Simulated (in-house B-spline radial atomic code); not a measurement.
# S⁸⁺: binding energies from hole states

How much more does a second hole in S⁸⁺ cost because of the first?

The numbers are computed with in-house B-spline radial atomic code version 1 (Dirac-Hartree-Fock, average of configuration, Fermi nucleus, basis-set limit), except any that are marked as measured or tabulated.

## 1. The atom as given

| Item | Value |
| --- | --- |
| element | sulfur (Z = 16) |
| charge | +8 |
| electrons | 8 |
| configuration | [He] 2s2 2p4 |
| Hamiltonian | Dirac-Coulomb |
| nucleus | Fermi, rms radius 3.261 fm |

Outer shells as boxes (Hund's rule):

[He] 2s2 2p4
```
[He] core
2s [↑↓]
2p [↑↓][↑ ][↑ ]
```

The boxes draw the filling by Hund's rule, which heavy ions in jj coupling don't follow; these runs average over all states of the configuration.

Settings of the run:

```ini
Z = 16
electrons = 8.0
configuration = [He] 2s2 2p4
hamiltonian = dirac
method = hf
spin_polarised = False
nucleus = fermi
rms_radius = 3.2611
mass_number = 32
atomic_mass = 31.97207117354
speed_of_light = 137.035999084
```

The reference is known from an earlier run: -366.226025 hartree in all. Up to eight levels, counted from the top:

```csv
orbital,occupation,energy (eV),<r> (bohr)
1s1/2,2,-2750.52,0.09646
2s1/2,2,-437.92,0.4503
2p1/2,1.33333,-387.85,0.4032
2p3/2,2.66667,-386.36,0.4049
```

Single holes known from earlier runs (ΔSCF): 1s 2735.36 eV, 2s 436.33 eV, 2p 384.76 eV.

## 2. The 1s and 2p holes

Settings of the run:

```ini
Z = 16
electrons = 6.0
configuration = 1s1 2s2 2p3
hamiltonian = dirac
method = hf
spin_polarised = False
nucleus = fermi
rms_radius = 3.2611
mass_number = 32
atomic_mass = 31.97207117354
speed_of_light = 137.035999084
```

## 3. The 1s and 1s holes

Settings: those of step 2 with these lines changed.

```diff
@@ -2,3 +2,3 @@
 electrons = 6.0
-configuration = 1s1 2s2 2p3
+configuration = 2s2 2p4
 hamiltonian = dirac
```

## 4. The 1s and 2s holes

Settings: those of step 3 with these lines changed.

```diff
@@ -2,3 +2,3 @@
 electrons = 6.0
-configuration = 2s2 2p4
+configuration = 1s1 2s1 2p4
 hamiltonian = dirac
```

## 5. The 2p and 2p holes

Settings: those of step 4 with these lines changed.

```diff
@@ -2,3 +2,3 @@
 electrons = 6.0
-configuration = 1s1 2s1 2p4
+configuration = 1s2 2s2 2p2
 hamiltonian = dirac
```

## 6. The 2s and 2s holes

Settings: those of step 5 with these lines changed.

```diff
@@ -2,3 +2,3 @@
 electrons = 6.0
-configuration = 1s2 2s2 2p2
+configuration = 1s2 2p4
 hamiltonian = dirac
```

What does each hole state cost in eV, and how does that compare with the orbital energies or single holes?

**Answer**, as computed:

| two holes | ΔSCF (eV) | less the two single holes (eV) |
| --- | --- | --- |
| 1s and 2p | 3195.67 | 75.55 |
| 1s and 1s | 5711.18 | 240.47 |
| 1s and 2s | 3234.77 | 63.08 |
| 2p and 2p | 826.38 | 56.86 |
| 2s and 2s | 925.34 | 52.67 |

Two holes cost more than the sum of each, because the second electron leaves a more charged ion. The excess runs from 52.7 eV (2s and 2s) to 240.5 eV (1s and 1s); it tends to be largest where both holes are compact. Two partly filled shells share a symmetry and can mix in the average, which may lower the energy, in these hole states: 1s and 2s. Values are for the free ion, measured from the vacuum level.
